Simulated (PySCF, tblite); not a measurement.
# C₆H₁₀AsNSi: geometry, infrared bands and NMR shifts

What infrared bands and NMR shifts should C₆H₁₀AsNSi (`N#C[C@@H]1C=C[C@@H]([SiH2][AsH2])C1`) show?

The runs use tblite 0.8.0 and PySCF 2.14.0, with density-fitted response routines of our own; the level of theory stands in each step. All values are computed, except where a source is named. Atoms are numbered from 0 throughout.

**1. The molecule as given**

19 atoms, charge 0, multiplicity 1; geometry from: force field or distance geometry start.

Bonds of the start (Å): N0–C1 1.15, C1–C2 1.48, C2–C3 1.50, C3–C4 1.32, C4–C5 1.48, C5–Si6 1.89, Si6–As7 2.33, C5–C8 1.53, C8–C2 1.53, C2–H9 1.11, C3–H10 1.08, C4–H11 1.09, C5–H12 1.11, Si6–H13 1.47, Si6–H14 1.46, As7–H15 1.56, As7–H16 1.56, C8–H17 1.11, C8–H18 1.11.

**2. Optimising the geometry with GFN2-xTB**

Job settings and geometry (Å):

```
{"job": {"kind": "relax", "xc": "GFN2-xTB", "basis": "xTB"}, "charge": 0, "multiplicity": 1}
N     -4.184900    -0.438600     0.349000
C     -3.085200    -0.115000     0.322300
C     -1.657400     0.278700     0.313200
C     -1.193100     0.446300    -1.099500
C     -0.094600    -0.258900    -1.321800
C      0.358900    -1.021900    -0.140300
Si     2.036700    -0.372000     0.428400
As     1.890200     1.887700     0.957600
C     -0.741700    -0.801700     0.904900
H     -1.545700     1.243200     0.856100
H     -1.660200     1.086300    -1.828000
H      0.419400    -0.250500    -2.282100
H      0.449900    -2.097400    -0.383100
H      2.472200    -1.123000     1.619600
H      3.017000    -0.551500    -0.642300
H      1.715900     2.273900    -0.539600
H      3.438600     2.056300     0.909700
H     -0.354100    -0.478300     1.891600
H     -1.291900    -1.754300     1.065100
```

The run is started by

```sh
OMP_NUM_THREADS=1 python probes_run.py task.json out
```

The driver reads the jobs from task.json and runs them one after another.

**Question.** This job is followed by: GFN2-xTB harmonic vibrations, gas phase; GIAO PBE0/pcSseg-1 NMR shielding, non-relativistic, gas phase. Predict these results of the whole session: strongest single infrared mode (GFN2-xTB); zero-point energy (GFN2-xTB); ¹³C shifts against TMS (PBE0/pcSseg-1); ¹H shifts against TMS (PBE0/pcSseg-1, means over atoms taken as alike); ¹⁵N shifts against NH3 (PBE0/pcSseg-1); ²⁹Si shifts against TMS (PBE0/pcSseg-1); ⁷⁵As shifts against AsH3 (PBE0/pcSseg-1).

As calculated:

| quantity | value |
| --- | --- |
| strongest single infrared mode (GFN2-xTB) | 1953 cm⁻¹, 625 km/mol |
| zero-point energy (GFN2-xTB) | 84.1 kcal/mol |
| ¹³C shifts against TMS (PBE0/pcSseg-1) | 145.1, 132.8, 125.9, 36.8, 36.5, 35.5 ppm |
| ¹H shifts against TMS (PBE0/pcSseg-1, means over atoms taken as alike) | 6.06, 5.68, 4.60, 4.47, 3.72, 2.71, 2.62, 2.46, 1.59 ppm |
| ¹⁵N shifts against NH3 (PBE0/pcSseg-1) | 297.5 ppm |
| ²⁹Si shifts against TMS (PBE0/pcSseg-1) | -39.1 ppm |
| ⁷⁵As shifts against AsH3 (PBE0/pcSseg-1) | -67 ppm |

In words: Relaxing lowered the energy by 0.202 eV in 134 steps; the close pair that moved most is As7–H16, from 1.558 to 1.496 Å. No mode is imaginary among the 51: a minimum at this level. The strongest single mode, at 1953 cm⁻¹, moves mainly H16. GFN2-xTB is a fitted tight-binding method: band positions and strengths are rough. Its intensities can rank the bands wrongly. At PBE0/pcSseg-1: Shielding is most anisotropic at N0 (span 476 ppm, paramagnetic term -370 ppm). Spin-orbit coupling is left out, which matters for shieldings and couplings at and beside the heavy atoms.
